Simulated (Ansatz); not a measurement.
# CH₆O₂SSi: small, medium and large basis sets

The task here is to estimate one member of a computed series from the others.

The runs use Ansatz 0.2.0, Gaussian basis; one geometry, several basis sets.

Plan: PBE0-D4/def2-SVP; ωB97M-V/def2-SVP; PBE0-D4/def2-QZVPP; ωB97M-V/def2-QZVPP; the functionals' def2-TZVPP values are taken from earlier runs.

### The geometry

An earlier PBE0-D4 in a triple-zeta def2 set relaxation fixed the geometry.

SMILES `OC(S)O[SiH3]`, 11 atoms, charge 0, spin multiplicity 1.

Atoms are counted from 1 here; the program's logs count them from 0.

Bond lengths: O1–C2 1.382 Å, O1–H6 0.964 Å, C2–S3 1.818 Å, C2–O4 1.393 Å, C2–H7 1.101 Å, S3–H8 1.344 Å, O4–Si5 1.661 Å, Si5–H9 1.482 Å, Si5–H10 1.486 Å, Si5–H11 1.482 Å. Angles: C2–O1–H6 106.8°, O1–C2–S3 109.1°, O1–C2–O4 108.6°, O1–C2–H7 111.8°, S3–C2–O4 114.1°, S3–C2–H7 104.1°, O4–C2–H7 109.2°, C2–S3–H8 94.5°, C2–O4–Si5 124.3°, O4–Si5–H9 104.0°, O4–Si5–H10 110.6°, O4–Si5–H11 112.1°, H9–Si5–H10 110.3°, H9–Si5–H11 109.8°, H10–Si5–H11 109.9°.

Set-up of the first run:

File in.yaml:

```yaml
crystal:
  periodic: [false, false, false]
  atoms:
    - {symbol: O, position_ang: [-1.478364, -1.583532, 0.506137]}
    - {symbol: C, position_ang: [-0.798240, -0.382464, 0.583396]}
    - {symbol: S, position_ang: [0.471996, -0.501856, 1.878023]}
    - {symbol: O, position_ang: [-0.297562, -0.072595, -0.678513]}
    - {symbol: Si, position_ang: [0.886941, 1.056034, -0.964955]}
    - {symbol: H, position_ang: [-1.963405, -1.576948, -0.327215]}
    - {symbol: H, position_ang: [-1.451345, 0.435350, 0.923719]}
    - {symbol: H, position_ang: [1.052672, -1.595275, 1.355191]}
    - {symbol: H, position_ang: [0.746591, 1.364342, -2.407654]}
    - {symbol: H, position_ang: [0.652896, 2.276961, -0.151424]}
    - {symbol: H, position_ang: [2.243322, 0.522985, -0.696103]}
basis:
  gaussian: {orbitals: def2-SVP}
hamiltonian: {xc: pbe0, dispersion: d4}
output: {orbitals: {seedname: orbitals}}
```

Among the steps run: PBE0-D4 in def2-SVP; ωB97M-V in def2-SVP; PBE0-D4 in def2-QZVPP; ωB97M-V in def2-QZVPP.

One table of the session follows, with a row left open; its other results are not shown here.

It belongs to the step «Functionals by basis». 

```
functional       basis  HOMO (eV)  LUMO (eV)
   PBE0-D4    def2-SVP          ?          ?
   PBE0-D4  def2-TZVPP      -7.46       0.08
   PBE0-D4  def2-QZVPP      -7.49      -0.10
   ωB97M-V    def2-SVP      -9.57       2.58
   ωB97M-V  def2-TZVPP      -9.72       1.79
   ωB97M-V  def2-QZVPP      -9.76       1.34
```

**Question.** Estimate the row for PBE0-D4, def2-SVP.

The run gave: HOMO (eV): -7.34; LUMO (eV): 0.61. In the column «HOMO (eV)» it is the highest.
